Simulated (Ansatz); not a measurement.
HPbNO4:

```
H Pb N O
1.0
     4.12040   -0.00081   -0.01120
     0.00404    6.42722    0.05360
     0.02791    3.20707    7.74994
H Pb N O
2 2 2 8
Direct
  0.90366 0.21821 0.48851
  0.40337 0.78177 0.51142
  0.39455 0.30863 0.70725
  0.89489 0.69135 0.29266
  0.63409 0.19990 0.20730
  0.13386 0.80012 0.79275
  0.90829 0.32866 0.54369
  0.53792 0.39076 0.19497
  0.53483 0.11279 0.10602
  0.83718 0.08887 0.32672
  0.40817 0.67132 0.45624
  0.03774 0.60924 0.80520
  0.03429 0.88737 0.89397
  0.33716 0.91101 0.67330
```

The cell was built by a generator and needn't be a form met in nature.

```yaml
Program: Ansatz 0.2.0
Task: relaxation of cell and atoms
Functional: r2SCAN
Dispersion: rVV10
Potentials_or_basis: Ansatz PAW
Cutoff: "500 eV (not typed: the program's choice for these potentials)"
k_mesh: 5 × 4 × 3
Occupations: fermi-dirac, width 0.05 eV
Spin: no spin polarisation
```

At the start: volume 14.61 Å³/atom.

Q: Where does the relaxation end?

A: It ends after 19 steps and the volume is 12.78 Å³/atom (-12.5 %); space group P2_1 (No. 4, to 0.05 Å).

The path:
| step | energy change (eV) | largest force (eV/Å) | volume (Å³) |
| --- | --- | --- | --- |
| 1 | 0.0000 | 0.6074 | 204.53 |
| 2 | -0.1824 | 0.4342 | 179.07 |
| 3 | -0.2574 | 0.5059 | 182.91 |
| 4 | -0.2773 | 0.1381 | 181.43 |
| 5 | -0.2836 | 0.0526 | 180.82 |
| 6 | -0.2848 | 0.0469 | 180.43 |
| 7 | -0.2863 | 0.0377 | 179.93 |
| 8 | -0.2874 | 0.0417 | 179.55 |
| 9 | -0.2883 | 0.0408 | 179.29 |
| 10 | -0.2891 | 0.0249 | 179.06 |
| 11 | -0.2895 | 0.0686 | 178.91 |
| 12 | -0.2903 | 0.0157 | 178.76 |
| 13 | -0.2902 | 0.0092 | 178.89 |
| 14 | -0.2760 | 0.0132 | 178.89 |
| 15 | -0.2760 | 0.0171 | 178.89 |
| 16 | -0.2760 | 0.0115 | 178.94 |
| 17 | -0.2760 | 0.0181 | 178.95 |
| 18 | -0.2760 | 0.0086 | 178.95 |
| 19 | -0.2760 | 0.0086 | 178.95 |

Final structure:
```xyz
14
Lattice="3.8309 -0.0014 -0.0100 0.0035 6.2628 0.2781 0.0275 3.3969 7.6097" Properties=species:S:1:pos:R:3 pbc="T T T"
H     3.5876    2.9767    3.7323
H     1.6747    6.6811    4.1418
Pb    1.6809    4.2535    5.5369
Pb    3.5884    5.4042    2.3372
N     2.3418    2.0798    1.6517
N     0.4411    7.5789    6.2291
O     3.6110    3.8522    4.1672
O     1.9398    3.2576    1.6291
O     1.8751    1.2193    0.8800
O     3.2427    1.7320    2.4814
O     1.6952    5.8056    3.7069
O     0.0386    6.4013    6.2542
O    -0.0212    8.4399    7.0029
O     1.3378    7.9260    5.3946
```

Caveat: the plane-wave basis is chosen anew once the cell has moved, so the energies of steps on either side of that aren't comparable; the PAW data sets come from PBE, with cores solved anew for the run's functional, which leaves a small shift of forces and pressure.
